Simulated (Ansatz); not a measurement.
# B8P7 zinc blende off disc (B₈P₇H₂₄−): one molecule under many settings

How do the results and run time of B8P7 zinc blende off disc (B₈P₇H₂₄−) respond when the settings are drawn wide?

Program: Ansatz 0.2.0, Gaussian basis. Level of theory: the settings change from run to run. These are calculated values, not measurements.

## Step 1: The relaxed structure

The geometry comes from an earlier relaxation with r2SCAN-D4/def2-SVP; it is a stationary point, not always the lowest conformer.

39 atoms, charge -1, spin multiplicity 1.

Atoms are counted from 1 here; the program's logs count them from 0.

Bond lengths: B1–P9 1.949 Å, B1–P10 1.962 Å, B1–H16 1.221 Å, B1–H17 1.223 Å, B2–P11 1.949 Å, B2–P12 1.962 Å, B2–H18 1.221 Å, B2–H19 1.223 Å, B3–P9 1.943 Å, B3–P11 1.943 Å, B3–P15 1.978 Å, B3–H20 1.220 Å, B4–P10 1.964 Å, B4–P15 1.974 Å, B4–H21 1.222 Å, B4–H22 1.222 Å, B5–P12 1.964 Å, B5–P15 1.974 Å and more. Angles: P9–B1–P10 107.3°, P9–B1–H16 108.9°, P9–B1–H17 103.9°, P10–B1–H16 113.1°, P10–B1–H17 108.8°, H16–B1–H17 114.3°, P11–B2–P12 107.3°, P11–B2–H18 108.9°, P11–B2–H19 103.9°, P12–B2–H18 113.1°, P12–B2–H19 108.8°, H18–B2–H19 114.3°, P9–B3–P11 112.7°, P9–B3–P15 113.2°, P9–B3–H20 105.8°, P11–B3–P15 113.2°, P11–B3–H20 105.8°, P15–B3–H20 105.2° and more.

## Step 2: B97/6-31G*

Set apart from the defaults: the search for lower states set to off.

Contents of in.yaml:

```yaml
crystal:
  periodic: [false, false, false]
  atoms:
    - {symbol: B, position_ang: [-3.520234, 1.186664, -0.194184]}
    - {symbol: B, position_ang: [1.187714, -3.519926, -0.185259]}
    - {symbol: B, position_ang: [-1.186998, -1.187157, -0.030797]}
    - {symbol: B, position_ang: [-1.167098, 1.170602, 2.093329]}
    - {symbol: B, position_ang: [1.166161, -1.162776, 2.098203]}
    - {symbol: B, position_ang: [1.187136, 1.187159, -0.034386]}
    - {symbol: B, position_ang: [-1.187838, 3.519120, -0.198810]}
    - {symbol: B, position_ang: [3.520255, -1.187498, -0.187987]}
    - {symbol: P, position_ang: [-2.507283, -0.222841, -1.079853]}
    - {symbol: P, position_ang: [-2.246756, 2.247707, 0.855467]}
    - {symbol: P, position_ang: [-0.219937, -2.508639, -1.075754]}
    - {symbol: P, position_ang: [2.246179, -2.244647, 0.864851]}
    - {symbol: P, position_ang: [0.220538, 2.504746, -1.084691]}
    - {symbol: P, position_ang: [2.507883, 0.218905, -1.079246]}
    - {symbol: P, position_ang: [-0.000231, 0.001896, 1.012617]}
    - {symbol: H, position_ang: [-4.107038, 1.843236, -1.039934]}
    - {symbol: H, position_ang: [-4.255787, 0.582758, 0.573302]}
    - {symbol: H, position_ang: [1.846327, -4.107943, -1.028578]}
    - {symbol: H, position_ang: [0.582123, -4.254387, 0.581956]}
    - {symbol: H, position_ang: [-1.818627, -1.817655, 0.801224]}
    - {symbol: H, position_ang: [-1.906997, 0.457614, 2.754613]}
    - {symbol: H, position_ang: [-0.452823, 1.911875, 2.751701]}
    - {symbol: H, position_ang: [0.451717, -1.901470, 2.759279]}
    - {symbol: H, position_ang: [1.905971, -0.447246, 2.756861]}
    - {symbol: H, position_ang: [1.818324, 1.820618, 0.795718]}
    - {symbol: H, position_ang: [-1.846056, 4.103809, -1.044741]}
    - {symbol: H, position_ang: [-0.582866, 4.256581, 0.566011]}
    - {symbol: H, position_ang: [4.107416, -1.847133, -1.031100]}
    - {symbol: H, position_ang: [4.255488, -0.580924, 0.577698]}
    - {symbol: H, position_ang: [-3.398077, -1.163254, -1.673335]}
    - {symbol: H, position_ang: [-1.897880, 0.236999, -2.282635]}
    - {symbol: H, position_ang: [-3.087775, 3.090247, 1.633748]}
    - {symbol: H, position_ang: [-1.158577, -3.400651, -1.670205]}
    - {symbol: H, position_ang: [0.242515, -1.900691, -2.278271]}
    - {symbol: H, position_ang: [3.086761, -3.084346, 1.646672]}
    - {symbol: H, position_ang: [-0.241047, 1.892273, -2.285244]}
    - {symbol: H, position_ang: [1.159366, 3.394738, -1.681853]}
    - {symbol: H, position_ang: [1.898979, -0.245338, -2.280590]}
    - {symbol: H, position_ang: [3.399083, 1.156976, -1.675817]}
basis:
  gaussian: {orbitals: "6-31G*"}
total_charge: -1
hamiltonian: {xc: {name: B97}}
scf: {lower_state_search: off}
```

The run is started by

```sh
ansatz run in.yaml --threads 2 --pin off --events-out ev --progress --plain --max-ram 32768MiB --backend cuda --devices 0, --max-vram 18GiB
```

What it wrote:

```text
Functional definition: B97
  name "B97"
  cite "Becke, J. Chem. Phys. 107, 8554 (1997) doi:10.1063/1.475007"
  parameter cx = 0.1943
  parameter cx0 = 0.8094
  parameter cx1 = 0.5073
  parameter cx2 = 0.7481
  parameter css0 = 0.1737
  parameter css1 = 2.3487
  parameter css2 = -2.4868
  parameter cos0 = 0.9454
  parameter cos1 = 0.7471
  parameter cos2 = -4.5961
  exchange = spin_sum(e_x_unif_s*poly(b97_u_x, cx0, cx1, cx2)) + cx*exact_x
  correlation = spin_sum(e_c_pw_same_spin*poly(b97_u_same, css0, css1, css2))
      + integral(e_c_pw_opposite_spin*poly(b97_u_opposite, cos0, cos1, cos2))
these checks for a lower state are left out or cut short: stability, starts, cluster_reference, orbital_swaps, neighbouring_geometries, increment
3063 factors; integrals over basis functions are off by at most 5.7e-4 eV
mean field evaluation 1: about -70806.9463 eV, gradient 5.3e1 eV
mean field evaluation 2: about -70805.3292 eV, gradient 5.6e1 eV
mean field evaluation 4: about -70815.9284 eV, gradient 3.0e0 eV
mean field evaluation 8: about -70816.5896 eV, gradient 5.0e-1 eV
mean field evaluation 16: about -70816.5904 eV, gradient 2.9e-4 eV
mean field -70816.59040616 eV, -2602.4616962174 hartree, gradient 7.6e-6 eV, S^2 0.000000; 0 other end points of the search recorded, 0 dependent functions left out
reference -70816.59044225 eV, -2602.4616975435 hartree; 85, 85 occupied and 216, 216 virtual orbitals, 3063 factors
Total energy: -70816.59044225 eV, -2602.4616975435 hartree
Checks for a lower state left out: stability, starts, cluster_reference, orbital_swaps, neighbouring_geometries, increment
```

It took 9.5 s on 1 × H100 (card shared with other runs) with 2 threads of AMD EPYC 7R13, shared host; peak host memory 0.99 GiB.

## Step 3: wPBEh/def2-mTZVPP

Set apart from the defaults: atoms shaken by 0.03 Å, density fitting with def2-universal-jkfit, a grid of angular degree 23.

Contents of in.yaml:

```yaml
crystal:
  periodic: [false, false, false]
  atoms:
    - {symbol: B, position_ang: [-3.505739, 1.183885, -0.192724]}
    - {symbol: B, position_ang: [1.181420, -3.533711, -0.206672]}
    - {symbol: B, position_ang: [-1.224534, -1.192187, 0.004303]}
    - {symbol: B, position_ang: [-1.148315, 1.248438, 2.030441]}
    - {symbol: B, position_ang: [1.171843, -1.192475, 2.058586]}
    - {symbol: B, position_ang: [1.232109, 1.180919, -0.058951]}
    - {symbol: B, position_ang: [-1.193595, 3.483556, -0.196395]}
    - {symbol: B, position_ang: [3.537835, -1.191939, -0.164905]}
    - {symbol: P, position_ang: [-2.522471, -0.227172, -1.012482]}
    - {symbol: P, position_ang: [-2.341445, 2.237624, 0.854980]}
    - {symbol: P, position_ang: [-0.232233, -2.516939, -1.107930]}
    - {symbol: P, position_ang: [2.266868, -2.202669, 0.877786]}
    - {symbol: P, position_ang: [0.161353, 2.511722, -1.059186]}
    - {symbol: P, position_ang: [2.495756, 0.233292, -1.081577]}
    - {symbol: P, position_ang: [0.028974, -0.007155, 1.036151]}
    - {symbol: H, position_ang: [-4.124799, 1.822605, -1.084971]}
    - {symbol: H, position_ang: [-4.277180, 0.609895, 0.560433]}
    - {symbol: H, position_ang: [1.924448, -4.167269, -0.979298]}
    - {symbol: H, position_ang: [0.578630, -4.266445, 0.512635]}
    - {symbol: H, position_ang: [-1.841114, -1.819864, 0.752629]}
    - {symbol: H, position_ang: [-1.889458, 0.440995, 2.722921]}
    - {symbol: H, position_ang: [-0.442191, 1.921393, 2.736969]}
    - {symbol: H, position_ang: [0.462007, -1.923993, 2.801436]}
    - {symbol: H, position_ang: [1.906380, -0.482434, 2.778111]}
    - {symbol: H, position_ang: [1.795966, 1.852260, 0.774439]}
    - {symbol: H, position_ang: [-1.878713, 4.055361, -0.972041]}
    - {symbol: H, position_ang: [-0.579340, 4.306530, 0.592268]}
    - {symbol: H, position_ang: [4.082965, -1.842106, -1.089351]}
    - {symbol: H, position_ang: [4.293811, -0.578799, 0.548067]}
    - {symbol: H, position_ang: [-3.389257, -1.140025, -1.675632]}
    - {symbol: H, position_ang: [-1.885506, 0.237309, -2.297867]}
    - {symbol: H, position_ang: [-3.066079, 3.063863, 1.604080]}
    - {symbol: H, position_ang: [-1.188712, -3.412877, -1.703193]}
    - {symbol: H, position_ang: [0.241267, -1.891250, -2.207772]}
    - {symbol: H, position_ang: [3.016074, -3.057084, 1.691483]}
    - {symbol: H, position_ang: [-0.214263, 1.892742, -2.297439]}
    - {symbol: H, position_ang: [1.144445, 3.406204, -1.704278]}
    - {symbol: H, position_ang: [1.901517, -0.322076, -2.273820]}
    - {symbol: H, position_ang: [3.369857, 1.167860, -1.694214]}
basis:
  gaussian: {orbitals: def2-mTZVPP, fitting: {mean_field: def2-universal-jkfit}, final_grid: {core_spheres: 8, valence_spheres: 7, degree: 23}}
total_charge: -1
hamiltonian: {xc: {name: wPBEh}}
scf: {omitted_lower_state_checks: [starts]}
output: {forces: true}
```

Launched as before.

What it wrote, shortened:

```text
Functional definition: wPBEh
  name "wPBEh"
  cite "Heyd, Scuseria & Ernzerhof, J. Chem. Phys. 118, 8207 (2003) doi:10.1063/1.1564060"
  cite "Krukau, Vydrov, Izmaylov & Scuseria, J. Chem. Phys. 125, 224106 (2006) doi:10.1063/1.2404663"
  cite "Heyd & Scuseria, J. Chem. Phys. 120, 7274 (2004) doi:10.1063/1.1668634"
  cite "Ernzerhof & Perdew, J. Chem. Phys. 109, 3313 (1998) doi:10.1063/1.476928"
  cite "Perdew, Burke & Ernzerhof, Phys. Rev. Lett. 77, 3865 (1996) doi:10.1103/PhysRevLett.77.3865"
  parent pbe
[...]
1928 factors; integrals over basis functions are off by at most 3.3e-1 eV
1928 factors; integrals over basis functions are off by at most 1.8e-7 eV
[...]
mean field -70803.61379476 eV, -2601.9848145441 hartree, gradient 6.4e-5 eV, S^2 0.000000; 0 other end points of the search recorded, 0 dependent functions left out
[...]
Atom 30 at    -1.885506     0.237309    -2.297867 Å, force    -0.572482    -0.348778     1.392522 eV/Å
Atom 31 at    -3.066079     3.063863     1.604080 Å, force    -1.311438     1.249278     1.189539 eV/Å
Atom 32 at    -1.188712    -3.412877    -1.703193 Å, force     0.374292     0.324255     0.094428 eV/Å
Atom 33 at     0.241267    -1.891250    -2.207772 Å, force     0.424510     0.662033    -1.378498 eV/Å
Atom 34 at     3.016074    -3.057084     1.691483 Å, force     0.319881    -0.181059     0.145591 eV/Å
Atom 35 at    -0.214263     1.892742    -2.297439 Å, force    -0.194115     0.148659     0.390523 eV/Å
Atom 36 at     1.144445     3.406204    -1.704278 Å, force    -0.772427    -0.498512     0.616025 eV/Å
Atom 37 at     1.901517    -0.322076    -2.273820 Å, force     0.171465     0.339980     0.475418 eV/Å
Atom 38 at     3.369857     1.167860    -1.694214 Å, force     0.021068    -0.135848    -0.030614 eV/Å
Dipole moment:    -0.098781     0.027067    -1.599303 e Å
Checks for a lower state left out: starts
```

Run time: 14 s. Hardware: 1 × H100 (card shared with other runs) with 2 threads of AMD EPYC 7R13, shared host; peak host memory 1.1 GiB.

Largest force 3.199 eV/Å.

## Step 4: r2SCANh/def2-mTZVPP

Set apart from the defaults: density fitting with def2-universal-jkfit.

Contents of in.yaml:

```yaml
crystal:
  periodic: [false, false, false]
  atoms:
    - {symbol: B, position_ang: [-3.520234, 1.186664, -0.194184]}
    - {symbol: B, position_ang: [1.187714, -3.519926, -0.185259]}
    - {symbol: B, position_ang: [-1.186998, -1.187157, -0.030797]}
    - {symbol: B, position_ang: [-1.167098, 1.170602, 2.093329]}
    - {symbol: B, position_ang: [1.166161, -1.162776, 2.098203]}
    - {symbol: B, position_ang: [1.187136, 1.187159, -0.034386]}
    - {symbol: B, position_ang: [-1.187838, 3.519120, -0.198810]}
    - {symbol: B, position_ang: [3.520255, -1.187498, -0.187987]}
    - {symbol: P, position_ang: [-2.507283, -0.222841, -1.079853]}
    - {symbol: P, position_ang: [-2.246756, 2.247707, 0.855467]}
    - {symbol: P, position_ang: [-0.219937, -2.508639, -1.075754]}
    - {symbol: P, position_ang: [2.246179, -2.244647, 0.864851]}
    - {symbol: P, position_ang: [0.220538, 2.504746, -1.084691]}
    - {symbol: P, position_ang: [2.507883, 0.218905, -1.079246]}
    - {symbol: P, position_ang: [-0.000231, 0.001896, 1.012617]}
    - {symbol: H, position_ang: [-4.107038, 1.843236, -1.039934]}
    - {symbol: H, position_ang: [-4.255787, 0.582758, 0.573302]}
    - {symbol: H, position_ang: [1.846327, -4.107943, -1.028578]}
    - {symbol: H, position_ang: [0.582123, -4.254387, 0.581956]}
    - {symbol: H, position_ang: [-1.818627, -1.817655, 0.801224]}
    - {symbol: H, position_ang: [-1.906997, 0.457614, 2.754613]}
    - {symbol: H, position_ang: [-0.452823, 1.911875, 2.751701]}
    - {symbol: H, position_ang: [0.451717, -1.901470, 2.759279]}
    - {symbol: H, position_ang: [1.905971, -0.447246, 2.756861]}
    - {symbol: H, position_ang: [1.818324, 1.820618, 0.795718]}
    - {symbol: H, position_ang: [-1.846056, 4.103809, -1.044741]}
    - {symbol: H, position_ang: [-0.582866, 4.256581, 0.566011]}
    - {symbol: H, position_ang: [4.107416, -1.847133, -1.031100]}
    - {symbol: H, position_ang: [4.255488, -0.580924, 0.577698]}
    - {symbol: H, position_ang: [-3.398077, -1.163254, -1.673335]}
    - {symbol: H, position_ang: [-1.897880, 0.236999, -2.282635]}
    - {symbol: H, position_ang: [-3.087775, 3.090247, 1.633748]}
    - {symbol: H, position_ang: [-1.158577, -3.400651, -1.670205]}
    - {symbol: H, position_ang: [0.242515, -1.900691, -2.278271]}
    - {symbol: H, position_ang: [3.086761, -3.084346, 1.646672]}
    - {symbol: H, position_ang: [-0.241047, 1.892273, -2.285244]}
    - {symbol: H, position_ang: [1.159366, 3.394738, -1.681853]}
    - {symbol: H, position_ang: [1.898979, -0.245338, -2.280590]}
    - {symbol: H, position_ang: [3.399083, 1.156976, -1.675817]}
basis:
  gaussian: {orbitals: def2-mTZVPP, fitting: {mean_field: def2-universal-jkfit}}
total_charge: -1
hamiltonian: {xc: {name: r2SCANh}}
scf: {omitted_lower_state_checks: [starts]}
output: {forces: true}
```

Same command.

What it wrote, shortened:

```text
Functional definition: r2SCANh
  name "r2SCANh"
  cite "Bursch, Neugebauer, Ehlert & Grimme, J. Chem. Phys. 156, 134105 (2022) doi:10.1063/5.0086040"
  cite "Furness, Kaplan, Ning, Perdew & Sun, J. Phys. Chem. Lett. 11, 8208 (2020) doi:10.1021/acs.jpclett.0c02405"
  cite "Furness, Kaplan, Ning, Perdew & Sun, J. Phys. Chem. Lett. 11, 9248 (2020) doi:10.1021/acs.jpclett.0c03077"
  parent r2scan
[...]
1928 factors; integrals over basis functions are off by at most 3.1e-1 eV
[...]
mean field -70824.52879534 eV, -2602.7534266390 hartree, gradient 6.2e-5 eV, S^2 0.000000; 0 other end points of the search recorded, 0 dependent functions left out
[...]
reference -70824.52882283 eV, -2602.7534276490 hartree; 85, 85 occupied and 376, 376 virtual orbitals, 1928 factors
Total energy: -70824.52882283 eV, -2602.7534276490 hartree
[...]
Atom 30 at    -1.897880     0.236999    -2.282635 Å, force    -0.095148    -0.052008     0.206360 eV/Å
Atom 31 at    -3.087775     3.090247     1.633748 Å, force     0.116521    -0.116718    -0.107653 eV/Å
Atom 32 at    -1.158577    -3.400651    -1.670205 Å, force     0.151574     0.130343     0.108789 eV/Å
Atom 33 at     0.242515    -1.900691    -2.278271 Å, force    -0.052533    -0.095040     0.206326 eV/Å
Atom 34 at     3.086761    -3.084346     1.646672 Å, force    -0.116470     0.116355    -0.108187 eV/Å
Atom 35 at    -0.241047     1.892273    -2.285244 Å, force     0.052230     0.095925     0.205996 eV/Å
Atom 36 at     1.159366     3.394738    -1.681853 Å, force    -0.151502    -0.129943     0.109140 eV/Å
Atom 37 at     1.898979    -0.245338    -2.280590 Å, force     0.095087     0.052909     0.206187 eV/Å
Atom 38 at     3.399083     1.156976    -1.675817 Å, force    -0.130195    -0.151561     0.109326 eV/Å
Dipole moment:     0.000407    -0.002972    -1.634531 e Å
Checks for a lower state left out: starts
```

It took 14 s on 1 × H100 (card shared with other runs) with 2 threads of AMD EPYC 7R13, shared host; peak host memory 1.1 GiB.

Largest force 0.305 eV/Å.

## Step 5: wB97M-V/def2-mTZVP

Set apart from the defaults: a grid of angular degree 23.

in.yaml, as its differences from that of step 4:

```diff
@@ -43,5 +43,5 @@
 basis:
-  gaussian: {orbitals: def2-mTZVPP, fitting: {mean_field: def2-universal-jkfit}}
+  gaussian: {orbitals: def2-mTZVP, final_grid: {core_spheres: 8, valence_spheres: 7, degree: 23}}
 total_charge: -1
-hamiltonian: {xc: {name: r2SCANh}}
+hamiltonian: {xc: {name: wB97M-V}}
 scf: {omitted_lower_state_checks: [starts]}
```

The command is unchanged.

What it wrote, shortened:

```text
Functional definition: wB97M-V
  name "wB97M-V"
  cite "Mardirossian & Head-Gordon, J. Chem. Phys. 144, 214110 (2016) doi:10.1063/1.4952647"
  cite "Becke, J. Chem. Phys. 107, 8554 (1997) doi:10.1063/1.475007"
  cite "Vydrov & Van Voorhis, J. Chem. Phys. 133, 244103 (2010) doi:10.1063/1.3521275"
  # Of w^i u^j: cxij and so on, Table III.
[...]
  gx(w, u) = 1 - cx + cx01*u + cx10*w
  gss(w, u) = css00 + css04*u^4 + css10*w + css20*w^2 + css43*w^4*u^3
  gos(w, u) = cos00 + cos10*w + (cos20 + cos21*u)*w^2 + (cos60 + cos61*u)*w^6
[...]
      + integral(e_c_pw_mod_opposite_spin*gos(b97_w_opposite, b97_u_opposite)) + vv10(b, c)
[...]
3483 factors; integrals over basis functions are off by at most 8.9e-4 eV
1110 factors; integrals over basis functions are off by at most 6.0e-6 eV
[...]
Atom 30 at    -1.897880     0.236999    -2.282635 Å, force    -0.103690    -0.064645     0.225623 eV/Å
Atom 31 at    -3.087775     3.090247     1.633748 Å, force     0.142502    -0.142738    -0.125343 eV/Å
Atom 32 at    -1.158577    -3.400651    -1.670205 Å, force     0.184979     0.176791     0.130118 eV/Å
Atom 33 at     0.242515    -1.900691    -2.278271 Å, force    -0.065160    -0.103609     0.225535 eV/Å
Atom 34 at     3.086761    -3.084346     1.646672 Å, force    -0.142440     0.142315    -0.125986 eV/Å
Atom 35 at    -0.241047     1.892273    -2.285244 Å, force     0.064832     0.104568     0.225161 eV/Å
Atom 36 at     1.159366     3.394738    -1.681853 Å, force    -0.184912    -0.176323     0.130617 eV/Å
Atom 37 at     1.898979    -0.245338    -2.280590 Å, force     0.103631     0.065605     0.225398 eV/Å
Atom 38 at     3.399083     1.156976    -1.675817 Å, force    -0.176604    -0.184945     0.130741 eV/Å
Dipole moment:     0.000416    -0.003049    -1.677901 e Å
Checks for a lower state left out: starts
```

Wall time 13 s (1 × H100 (card shared with other runs) with 2 threads of AMD EPYC 7R13, shared host); peak host memory 1.2 GiB.

Largest force 0.388 eV/Å.

## Step 6: The runs in one table

```
              level  charge  multiplicity  geometry  functions  energy (eV)   time
         B97/6-31G*      -1             1   relaxed        301   -70816.590  9.5 s
  wPBEh/def2-mTZVPP      -1             1    shaken        461   -70803.614   14 s
r2SCANh/def2-mTZVPP      -1             1   relaxed        461   -70824.529   14 s
 wB97M-V/def2-mTZVP      -1             1   relaxed        378   -70823.786   13 s
```

## Step 7: Results

```
                                         quantity                    value
                                             runs                        4
                                         quickest        B97/6-31G*, 9.5 s
                                          slowest  wPBEh/def2-mTZVPP, 14 s
spread of total energies, same state and geometry                   7.9 eV
```

The times lie within a factor of two. Total energies at one charge and spin differ by 8 eV between levels, so only differences within one level mean anything. At the r2SCAN-D4/def2-SVP geometry and in the same state, the sound runs without point charges leave forces up to 0.39 eV/Å (wB97M-V/def2-mTZVP), against 3.2 eV/Å where the atoms were moved.
